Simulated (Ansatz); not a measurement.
# PIr2: response to strain

PIr2 is deformed so: equal xx and yy strain of -1 %. What stress and forces result, by LAPW, PAW and all-electron datasets made for the crystal?

Program: Ansatz 0.2.0. Level of theory: DFT LDA, scalar-relativistic. These are calculated values, not measurements.

## Step 1: The starting structure

The structure is cubic, space group Fm-3m (No. 225). Conventional cell: a = 5.535 Å, b = 5.535 Å, c = 5.535 Å, α = 90.00°, β = 90.00°, γ = 90.00°. P (site symmetry m-3m) has 8 Ir at 2.40 Å in its first shell of neighbours. Ir (site symmetry -43m) is surrounded by 4 P at 2.40 Å.

As a file:

```cif
data_structure
_symmetry_space_group_name_H-M 'Fm-3m'
_symmetry_Int_Tables_number 225
_cell_length_a 5.5350
_cell_length_b 5.5350
_cell_length_c 5.5350
_cell_angle_alpha 90.000
_cell_angle_beta 90.000
_cell_angle_gamma 90.000
_cell_volume 169.57
loop_
_atom_site_label
_atom_site_type_symbol
_atom_site_symmetry_multiplicity
_atom_site_Wyckoff_symbol
_atom_site_fract_x
_atom_site_fract_y
_atom_site_fract_z
_atom_site_occupancy
P1 P 4 a 0.00000 0.00000 0.00000 1
Ir1 Ir 8 c 0.25000 0.75000 0.75000 1
```

The file gives the conventional cell by its symmetry; the runs use the cell typed in the input.

Atoms are numbered in the order of the input: P1, Ir2, Ir3.

## Step 2: The deformed structure

Space group Fm-3m before, I4/mmm after.

## Step 3: Full-potential LAPW

input.yaml reads:

```yaml
crystal:
  lattice:
    - [0.0, 2.739825, 2.7675]
    - [2.739825, 0.0, 2.7675]
    - [2.739825, 2.739825, 0.0]
  atoms:
    - { symbol: P, position: [0.0, 0.0, 0.0] }
    - { symbol: Ir, position: [0.25, 0.25, 0.25] }
    - { symbol: Ir, position: [0.75, 0.75, 0.75] }
kpoints:
  mp_grid: { grid: [11, 11, 11] }
  band_path:
    path:
      - [0.0, 0.0, 0.0]
      - [0.0, 0.5, 0.5]
      - [0.25, 0.75, 0.5]
      - [0.0, 0.5, 0.0]
      - [0.0, 0.0, 0.0]
      - [0.5, 0.5, 0.0]
      - [0.3725125, 0.6274875, 0.0]
      - [-0.3725125, 0.3725125, 0.0]
      - [0.0, 0.0, 0.0]
    npoints: 5
scf:
  occupations: { method: fermi_dirac, width: 0.05 }
hamiltonian:
  xc: lda
  pseudopotentials: { kind: all_electron, lapw: { basis_error: 0.001 } }
output:
  forces: true
  stress: true
  eigenvalues: true
```

On the command line:

```
> ansatz run input.yaml --threads 1 --pin off --max-ram 4096MiB --backend cpu --events-out ev --progress --plain --runs-dir out
```

## Step 4: PAW with frozen cores

input.yaml reads:

```yaml
crystal:
  lattice:
    - [0.0, 2.739825, 2.7675]
    - [2.739825, 0.0, 2.7675]
    - [2.739825, 2.739825, 0.0]
  atoms:
    - { symbol: P, position: [0.0, 0.0, 0.0] }
    - { symbol: Ir, position: [0.25, 0.25, 0.25] }
    - { symbol: Ir, position: [0.75, 0.75, 0.75] }
kpoints:
  mp_grid: { grid: [11, 11, 11] }
scf:
  occupations: { method: fermi_dirac, width: 0.05 }
hamiltonian:
  xc: lda
  pseudopotentials: { kind: paw }
output:
  forces: true
  stress: true
  eigenvalues: true
  efg: { contact_densities: true }
  write_density: true
  write_potential: true
  elf: true
  volumetric_format: npy
```

## Step 5: All-electron PAW on datasets made for the crystal

input.yaml: that of step 4 with these lines changed.

```diff
@@ -15,3 +15,3 @@
   xc: lda
-  pseudopotentials: { kind: paw }
+  pseudopotentials: { kind: all_electron, datasets: crystal }
 output:
@@ -21,5 +21 @@
   efg: { contact_densities: true }
-  write_density: true
-  write_potential: true
-  elf: true
-  volumetric_format: npy
```

(Steps that only read results are left out.)

**Question.** What will these runs give? Wanted: pressure; largest shear or deviatoric stress.

**Answer**, as computed:

| quantity | value |
| --- | --- |
| pressure | LAPW 1.45, PAW 1.38, crystal datasets 1.44 GPa |
| largest shear or deviatoric stress (LAPW) | 3.38 GPa |

The largest part of the stress beyond the pressure is 3.38 GPa in size, in the zz component; the atoms are carried along and not relaxed. No run of the undeformed cell stands beside it, so pressure and stress hold what the given cell had before the change, as far as its symmetry allows. PAW: stress within 0.08 GPa of LAPW. Crystal datasets: stress within 0.01 GPa of LAPW. Spin-orbit coupling is left out, though the cell holds Ir; in elements this heavy it can shift bands and gaps by tenths of an eV.
